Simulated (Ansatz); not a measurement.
Working through a convergence test of the plane-wave cutoff of CuI, space group F-43m

Program: Ansatz 0.2.0, Python API.

At the Python prompt:
```pycon
>>> import csv
>>> import ansatz as az
>>> lattice = az.Lattice.of(
...     [0.0, 3.0315, 3.0315],
...     [3.0315, 0.0, 3.0315],
...     [3.0315, 3.0315, 0.0],
... )
>>> sites = [
...     ("Cu", [0.25, 0.25, 0.25]),
...     ("I", [0.0, 0.0, 0.0]),
... ]
>>> xtal = az.Crystal(lattice=lattice)
>>> for symbol, position in sites:
...     xtal = xtal.atom(symbol, position)
...
>>> [site.symbol for site in xtal.resolved().sites]
['Cu', 'I']
>>> setup = (
...     xtal.calculation()
...     .scf(tolerance=1e-09)
...     .functional("pbe")
...     .occupations("fixed")
...     .kpoints(6, 6, 6)
...     .band_table()
... )
>>> rows = []
>>> for value in [250, 300, 350, 400, 450]:
...     rep = setup.basis(value).run(threads=1).report
...     rows.append((value, rep["free_energy_ev"] / len(rep["lattice"]["sites"]), rep["n_iterations"], rep["gap_by_band_count_ev"], rep["n_pw"]))
...
DeckWarning: basis.ecutwfc = 250 eV is below the records' recommended 420 eV, and the density's cutoff is lower with it unless basis.ecutrho_ratio is high enough to keep the records' density cutoff: compare with a run at a higher cutoff
DeckWarning: basis.ecutwfc = 300 eV is below the records' recommended 420 eV, and the density's cutoff is lower with it unless basis.ecutrho_ratio is high enough to keep the records' density cutoff: compare with a run at a higher cutoff
DeckWarning: basis.ecutwfc = 350 eV is below the records' recommended 420 eV, and the density's cutoff is lower with it unless basis.ecutrho_ratio is high enough to keep the records' density cutoff: compare with a run at a higher cutoff
DeckWarning: basis.ecutwfc = 400 eV is below the records' recommended 420 eV, and the density's cutoff is lower with it unless basis.ecutrho_ratio is high enough to keep the records' density cutoff: compare with a run at a higher cutoff
>>> with open("ecut.csv", "w", newline="") as handle:
...     writer = csv.writer(handle)
...     writer.writerow(["cutoff (eV)", "F/atom (eV)", "iterations", "gap by band count (eV)", "plane waves"])
...     writer.writerows([round(v, 5) if isinstance(v, float) else v for v in row] for row in rows)
...
71
>>> # the last row is the reference
>>> for row in rows[:-1]:
...     shift = 1000 * (row[1] - rows[-1][1])
...     print(f"{row[0]}: {shift:+.2f} meV/atom" + ("  (within 1 meV)" if abs(shift) < 1 else ""))
...
250: +1625.14 meV/atom
300: +156.89 meV/atom
350: +7.54 meV/atom
400: +1.42 meV/atom
```

`ecut.csv`, as written:
```csv
cutoff (eV),F/atom (eV),iterations,gap by band count (eV),plane waves
250,-7067.55763,8,1.45243,531
300,-7069.02587,8,1.16915,645
350,-7069.17522,9,1.12636,869
400,-7069.18134,8,1.12046,965
450,-7069.18276,7,1.12136,1243
```

What to keep in mind:
- Semilocal gaps usually lie well under measured ones.
- Of the deposited cell: the entry's cell lengths or inner coordinates differ somewhat from later room-temperature determinations.
- Without a Hubbard U or exact exchange, semilocal functionals often make such 3d compounds metallic or too weakly gapped.
- The structure is a deposited one; some such entries were measured under pressure or heat, so a shift against it needn't be the functional's error alone.
- Gaps and levels are Kohn-Sham values on a finite set of k-points, without spin-orbit coupling.
- Warnings are shown shortened and without file and line.
- Shifts are counted from the last row, which is itself no proven limit.
- Run time: 7.9 s on 1 thread of Arm Neoverse V1, with other jobs on the host, peak memory 0.36 GiB.
